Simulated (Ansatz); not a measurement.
# BGe (doublet): the correlation ladder at distance Ge1–B2 = 1.988 Å, cc-pVDZ

Aim: climb from Hartree-Fock through coupled cluster and multireference methods for BGe (doublet) at one geometry and basis, and see what each rung misses.

The runs use Ansatz 0.2.0, Gaussian basis; cc-pVDZ, core rule «outside noble gas», up to 15 orbitals frozen.

The runs, in order: UHF; CCSD(T) on ROHF; CCSD(T) on UHF; BCCD(T) on ROHF; CISD; CCSDT(Q) on ROHF; CCSDT(Q) on UHF; CASSCF and MRCISD+Q, 3 electrons in 3 orbitals; CASSCF and NEVPT2, 3 electrons in 3 orbitals; CASSCF and MRCISD+Q, 7 electrons in 8 orbitals; CASSCF and NEVPT2, 7 electrons in 8 orbitals; Full CI; Full CI in the symmetry of the determinant.

22 further runs of the same task are left out: 3 for a known fault of the program, 15 that didn't finish, 4 set aside as unsound or not needed.

## (1) What is computed

The geometry derives from a PBE0/def2-TZVP stationary point (not a proven minimum). One bond is set to the value named and the two fragments are kept rigid. No spin-orbit coupling is included. The filled d shell of Ge may be among the frozen orbitals whatever the setting's name suggests; the logs give the count.

2 atoms, charge 0, spin multiplicity 2.

Atoms are counted from 1 here; the program's logs count them from 0.

Bond lengths: Ge1–B2 1.987 Å.

## (2) UHF

Input file in.yaml:

```yaml
crystal:
  periodic: [false, false, false]
  atoms:
    - {symbol: Ge, position_ang: [0.000000, 0.000000, 0.000000]}
    - {symbol: B, position_ang: [0.000000, 0.000000, 1.987464]}
basis:
  gaussian: {orbitals: cc-pVDZ}
magnetization: {spin_polarized: true, initial_magnetization: 1}
hamiltonian: {xc: hf}
output: {orbitals: {seedname: orbitals}}
```

Command:

```
> ansatz run in.yaml --threads 1 --pin off --events-out ev --progress --plain --max-ram 2393MiB
```

After this run come: CCSD(T) on ROHF; CCSD(T) on UHF; BCCD(T) on ROHF; CISD; CCSDT(Q) on ROHF; CCSDT(Q) on UHF; CASSCF and MRCISD+Q, 3 electrons in 3 orbitals; CASSCF and NEVPT2, 3 electrons in 3 orbitals; CASSCF and MRCISD+Q, 7 electrons in 8 orbitals; CASSCF and NEVPT2, 7 electrons in 8 orbitals; Full CI; Full CI in the symmetry of the determinant.

**Question.** What will the summary of the whole plan be? Wanted: FCI from the RHF energy; RMP2 from FCI; RCCSD from FCI; RCCSD(T) from FCI; RCCSDT(Q) from FCI; NEVPT2 valence from FCI; MRCISD+Q valence from FCI; T1 diagnostic; effectively unpaired electrons.

As calculated:

| quantity | value |
| --- | --- |
| FCI from the ROHF energy | -4.6099 eV |
| RMP2 from FCI | +26.89 kcal/mol |
| RCCSD from FCI | +10.76 kcal/mol |
| RCCSD(T) from FCI | +2.26 kcal/mol |
| RCCSDT(Q) from FCI | +0.19 kcal/mol |
| NEVPT2 valence from FCI | +11.67 kcal/mol |
| MRCISD+Q valence from FCI | -0.01 kcal/mol |
| levels within 1 kcal/mol (43 meV) | RCCSDT(Q), MRCISD+Q valence |
| T1 diagnostic | 0.037 |
| effectively unpaired electrons | 1.51 |

In words: RCCSD(T) misses by +2.26 kcal/mol, 2.1 % of the correlation energy. The occupations show some static correlation. Of the multireference levels listed MRCISD+Q valence comes nearest in total energy (-0.01 kcal/mol), which doesn't show that its space is the better one. Coupled cluster took another determinant than the lowest Hartree-Fock one. These misses are within one basis, not against nature.

The restricted and unrestricted ladders end 0.84 eV apart at CCSDT(Q), so they describe two states, and rows of one don't measure the error of the other.

With open shells the CI space here admits some triples and quadruples, so it is larger than plain CISD.
